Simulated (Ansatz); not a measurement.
**FGe2H5O: small, medium and large basis sets**

An exercise on one series of results from a longer session: the logs are not shown, and one member is left open.

The runs use Ansatz 0.2.0, Gaussian basis; one geometry, several basis sets.

Levels to be run: PBE0-D4/def2-SVP; ωB97M-V/def2-SVP; PBE0-D4/def2-QZVPP; ωB97M-V/def2-QZVPP; the functionals' def2-TZVPP values are taken from earlier runs.

**Structure used throughout**

The geometry comes from an earlier relaxation with PBE0-D4 in a triple-zeta def2 set; it is a stationary point, not always the lowest conformer.

SMILES `[F][GeH2][O][GeH3]`, 9 atoms, charge 0, spin multiplicity 1.

Atoms are counted from 1 here; the program's logs count them from 0.

Bond lengths: F1–Ge2 1.730 Å, Ge2–O3 1.749 Å, Ge2–H5 1.535 Å, Ge2–H6 1.535 Å, O3–Ge4 1.776 Å, Ge4–H7 1.540 Å, Ge4–H8 1.540 Å, Ge4–H9 1.531 Å. Angles: F1–Ge2–O3 104.2°, F1–Ge2–H5 106.8°, F1–Ge2–H6 106.8°, O3–Ge2–H5 111.2°, O3–Ge2–H6 111.2°, H5–Ge2–H6 115.9°, Ge2–O3–Ge4 132.3°, O3–Ge4–H7 108.8°, O3–Ge4–H8 108.8°, O3–Ge4–H9 105.4°, H7–Ge4–H8 110.2°, H7–Ge4–H9 111.7°, H8–Ge4–H9 111.7°.

Geometry (Å):

```xyz
9

F    -2.38767    1.75706    0.07189
Ge   -0.70036    1.38963    0.18324
O    -0.61514   -0.33056   -0.12087
Ge    0.74958   -1.46467   -0.19510
H     0.00071    2.18481   -0.92716
H    -0.26859    1.72100    1.61865
H     1.46731   -1.46719    1.16714
H     1.71484   -1.00825   -1.30454
H     0.12772   -2.82812   -0.51045
```

Set-up of the first run:

in.yaml

```yaml
crystal:
  periodic: [false, false, false]
  atoms:
    - {symbol: F, position_ang: [-2.387665, 1.757057, 0.071893]}
    - {symbol: Ge, position_ang: [-0.700363, 1.389630, 0.183242]}
    - {symbol: O, position_ang: [-0.615141, -0.330564, -0.120869]}
    - {symbol: Ge, position_ang: [0.749583, -1.464674, -0.195103]}
    - {symbol: H, position_ang: [0.000706, 2.184808, -0.927161]}
    - {symbol: H, position_ang: [-0.268594, 1.721004, 1.618648]}
    - {symbol: H, position_ang: [1.467312, -1.467194, 1.167139]}
    - {symbol: H, position_ang: [1.714845, -1.008245, -1.304539]}
    - {symbol: H, position_ang: [0.127717, -2.828122, -0.510453]}
basis:
  gaussian: {orbitals: def2-SVP}
hamiltonian: {xc: pbe0, dispersion: d4}
output: {orbitals: {seedname: orbitals}}
```

The run is started by

```
$ ansatz run in.yaml --threads 4 --pin off --events-out ev --progress --plain --max-ram 10444MiB
```

Steps of the session up to this table: PBE0-D4 in def2-SVP; ωB97M-V in def2-SVP; PBE0-D4 in def2-QZVPP; ωB97M-V in def2-QZVPP.

One table of the session follows, with a row left open; its other results are not shown here.

It belongs to the step «Functionals by basis». 

| functional | basis | HOMO (eV) | LUMO (eV) |
| --- | --- | --- | --- |
| PBE0-D4 | def2-SVP | -8.50 | -0.02 |
| PBE0-D4 | def2-TZVPP | -8.58 | -0.27 |
| PBE0-D4 | def2-QZVPP | -8.60 | -0.46 |
| ωB97M-V | def2-SVP | -10.76 | 1.90 |
| ωB97M-V | def2-TZVPP | -10.88 | 1.54 |
| ωB97M-V | def2-QZVPP | ? | ? |

Q: Estimate the row for ωB97M-V, def2-QZVPP from the others.

As computed: HOMO (eV): -10.90; LUMO (eV): 1.17. In the column «HOMO (eV)» it is the lowest.
